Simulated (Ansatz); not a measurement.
# AlH3OSe (SMILES [OH][AlH][SeH]): functionals against CCSD(T) at one geometry

One table from this session's results is given with a row withheld; the runs are named, their logs left out.

The runs use Ansatz 0.2.0, Gaussian basis; single points in def2-TZVPP.

Cores are frozen in the correlated methods. Filled d shells of the heavier atoms are correlated.

## The starting structure

6 atoms, charge 0, spin multiplicity 1.

Atoms are counted from 1 here; the program's logs count them from 0.

Bond lengths: O1–Al2 1.619 Å, O1–H4 1.002 Å, Al2–Se3 2.339 Å, Al2–H5 1.451 Å, Se3–H6 1.397 Å. Angles: Al2–O1–H4 173.2°, O1–Al2–Se3 118.4°, O1–Al2–H5 121.0°, Se3–Al2–H5 120.6°, Al2–Se3–H6 92.8°.

Coordinates:

```
O    -0.71760   -0.83780   -0.76820
Al    0.22080    0.45640   -0.51130
Se    0.98310    0.86250    1.66250
H    -1.31240   -1.59790   -1.03880
H     0.63320    1.31070   -1.60980
H     0.18590   -0.14800    2.20480
```

The first run:

run/in.yaml reads:

```yaml
crystal:
  periodic: [false, false, false]
  atoms:
    - {symbol: O, position_ang: [-0.717600, -0.837800, -0.768200]}
    - {symbol: Al, position_ang: [0.220800, 0.456400, -0.511300]}
    - {symbol: Se, position_ang: [0.983100, 0.862500, 1.662500]}
    - {symbol: H, position_ang: [-1.312400, -1.597900, -1.038800]}
    - {symbol: H, position_ang: [0.633200, 1.310700, -1.609800]}
    - {symbol: H, position_ang: [0.185900, -0.148000, 2.204800]}
basis:
  gaussian: {orbitals: def2-TZVPP}
correlation: {method: ccsd_t}
output: {forces: true}
```

No record of the launch command was kept for these runs.

Steps of the session up to this table: CCSD(T)/def2-TZVPP; PBE0-D4/def2-TZVPP; wB97M-V/def2-TZVPP; r2SCAN-D4/def2-TZVPP; PBE-D4/def2-TZVPP; BLYP-D4/def2-TZVPP; r2SCANh-D4/def2-TZVPP.

One of the session's tables, all rows but one given; the rest of the session is left out.

| method | RMS force component (eV/Å) | angle to CCSD(T) forces (°) | dipole (D) |
| --- | --- | --- | --- |
| CCSD(T) | 1.499 | reference | 2.39 |
| PBE0-D4 | 1.508 | 2.6 | 2.34 |
| wB97M-V | 1.475 | 1.6 | 2.42 |
| r2SCAN-D4 | 1.476 | 2.3 | 2.38 |
| PBE-D4 | 1.482 | 7.3 | 2.25 |
| BLYP-D4 | 1.457 | 8.5 | 2.23 |
| r2SCANh-D4 | ? | ? | ? |

Q: Estimate the row for r2SCANh-D4 from the others.

As computed: RMS force component (eV/Å): 1.489; angle to CCSD(T) forces (°): 2.4; dipole (D): 2.40. In the column «RMS force component (eV/Å)» it lies between PBE-D4 (1.482) and CCSD(T) (1.499).
